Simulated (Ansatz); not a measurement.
## Molecular dynamics of Na₄Li₁₂B

Input file:

```yaml
accuracy: low
crystal:
  lattice:
    - [6.550164, 0.0, 0.0]
    - [-3.275082, 9.856351, 0.0]
    - [0.0, 0.0, 17.405737]
  atoms:
    - { symbol: Na, position: [0.0, 0.0, 0.0574523] }
    - { symbol: Li, position: [0.60609661, 0.73941777, 0.24173474] }
    - { symbol: Li, position: [0.14324033, 0.65519722, 0.24860559] }
    - { symbol: Li, position: [0.5, 0.0, 0.0574523] }
    - { symbol: Na, position: [0.27142906, 0.6305216, 0.07596317] }
    - { symbol: Li, position: [0.3888014, 0.2776027, 0.1018198] }
    - { symbol: Li, position: [0.8888014, 0.2776027, 0.1018198] }
    - { symbol: Li, position: [0.70535028, 0.53771656, 0.21412444] }
    - { symbol: Na, position: [0.82268885, 0.12845342, 0.31293775] }
    - { symbol: Li, position: [0.06373974, 0.93844984, 0.37796446] }
    - { symbol: Li, position: [0.49911207, 0.7858724, 0.39662896] }
    - { symbol: Li, position: [0.25492312, 0.00707343, 0.19443666] }
    - { symbol: Na, position: [0.78651324, 0.54034849, 0.37046603] }
    - { symbol: Li, position: [1.02837691, 0.41121954, 0.24522721] }
    - { symbol: Li, position: [0.37924126, 0.3180455, 0.24501888] }
    - { symbol: Li, position: [0.25739838, 0.45639301, 0.34919159] }
    - { symbol: B, position: [0.33946354, 0.52070772, 0.22177111] }
basis:
  ecutwfc: 420.0
kpoints:
  mp_grid: { grid: [2, 1, 1] }
hamiltonian:
  xc: pbe
scf:
  occupations: { method: fermi_dirac, width: 0.05 }
  lower_state_search: "off"
md:
  timestep: 1
  n_steps: 270
  ensemble: nve
  temperature: 1800.0
  initial_velocities: maxwell_boltzmann
  seed: 442659
  constraints: [{ sites: [0, 3, 5, 6] }]
```

Command:

```bash
$ ansatz run input.yaml --threads 1 --pin off --max-ram 3072MiB --backend cpu --events-out ev --progress --plain --runs-dir out
```

It goes on from the last frame of an earlier run, with new velocities.

Output, in part (step lines):

```
md step     0: t =     0.00 fs  T =  1800.0 K  F+E_penalty+E_count = -8551.00618429 eV  E_kin = 3.024684 eV  conserved = -8547.98150032 eV  (9 SCF iters)
md step     1: t =     1.00 fs  T =  1806.1 K  F+E_penalty+E_count = -8551.01645720 eV  E_kin = 3.034863 eV  conserved = -8547.98159433 eV  (7 SCF iters)
md step     2: t =     2.00 fs  T =  1807.2 K  F+E_penalty+E_count = -8551.01836071 eV  E_kin = 3.036702 eV  conserved = -8547.98165856 eV  (7 SCF iters)
md step     3: t =     3.00 fs  T =  1802.7 K  F+E_penalty+E_count = -8551.01085364 eV  E_kin = 3.029161 eV  conserved = -8547.98169215 eV  (7 SCF iters)
md step     4: t =     4.00 fs  T =  1792.3 K  F+E_penalty+E_count = -8550.99339998 eV  E_kin = 3.011705 eV  conserved = -8547.98169487 eV  (7 SCF iters)
md step     5: t =     5.00 fs  T =  1776.0 K  F+E_penalty+E_count = -8550.96597762 eV  E_kin = 2.984312 eV  conserved = -8547.98166592 eV  (3 SCF iters)
md step     6: t =     6.00 fs  T =  1754.1 K  F+E_penalty+E_count = -8550.92908835 eV  E_kin = 2.947484 eV  conserved = -8547.98160385 eV  (3 SCF iters)
md step     7: t =     7.00 fs  T =  1727.1 K  F+E_penalty+E_count = -8550.88377007 eV  E_kin = 2.902263 eV  conserved = -8547.98150753 eV  (2 SCF iters)
[... lines left out ...]
md step   270: t =   270.00 fs  T =  1027.6 K  F+E_penalty+E_count = -8549.70778118 eV  E_kin = 1.726830 eV  conserved = -8547.98095094 eV  (7 SCF iters)
```

The steps, from the saved trajectory:

```
time (fs)  T (K)  potential energy less start (eV)  conserved less start (meV/atom)
      0.0   1800                             0.000                             0.00
      9.0   1662                             0.231                             0.02
     18.0   1493                             0.517                             0.06
     27.0   1649                             0.253                             0.01
     36.0   1620                             0.303                             0.03
     45.0   1513                             0.483                             0.04
     54.0   1422                             0.637                             0.03
     63.0   1326                             0.797                             0.05
     72.0   1383                             0.701                             0.02
     81.0   1341                             0.772                             0.03
     90.0   1278                             0.878                             0.06
     99.0   1388                             0.693                             0.03
    108.0   1464                             0.565                             0.03
    117.0   1442                             0.603                             0.04
    126.0   1452                             0.585                             0.04
    135.0   1441                             0.604                             0.02
    144.0   1251                             0.923                             0.04
    153.0   1087                             1.200                             0.06
    162.0   1097                             1.182                             0.03
    171.0   1047                             1.267                             0.03
    180.0    911                             1.494                             0.05
    189.0    873                             1.558                             0.06
    198.0   1043                             1.273                             0.04
    207.0   1238                             0.944                             0.02
    216.0   1232                             0.954                             0.02
    225.0   1165                             1.069                             0.07
    234.0   1430                             0.622                             0.02
    243.0   1634                             0.280                             0.02
    252.0   1658                             0.238                            -0.01
    261.0   1257                             0.913                             0.01
    270.0   1028                             1.298                             0.03
```

The run went to its last step. The conserved energy stayed within 0.098 meV per atom of its start (net change 0.032 meV per atom), so the integration is sound. A run of 0.27 ps of so small a system gives no equilibrium averages. Limits of this set-up: coarse k mesh, thin slab, slab without dipole correction, odd electron count without spin, open-shell adsorbate without spin, low accuracy level.

Mean squared displacements from the first frame to the last: Na 4.21 Å², Li 4.22 Å², B 10.44 Å².

Last frame:

```xyz
17
Lattice="6.5502 0.0000 0.0000 -3.2751 9.8564 0.0000 0.0000 0.0000 17.4057" Properties=species:S:1:pos:R:3
Na 0.000 0.000 1.000
Li 1.185 7.505 4.298
Li -2.367 8.225 4.060
Li 3.275 0.000 1.000
Na -0.242 6.420 1.636
Li 1.637 2.736 1.772
Li 4.913 2.736 1.772
Li 2.544 5.204 1.636
Na 7.269 2.512 7.226
Li -1.354 8.273 7.294
Li -0.139 9.700 5.466
Li 3.997 2.900 4.939
Na 1.429 6.135 7.934
Li 4.087 6.089 3.708
Li 0.899 5.265 4.681
Li -1.585 5.223 7.046
B -0.801 7.338 5.819
```

Time of the run: 16 min on 1 thread of Intel(R) Xeon(R) Platinum 8488C (Sapphire Rapids), with other jobs on the host, peak memory 1.1 GiB.
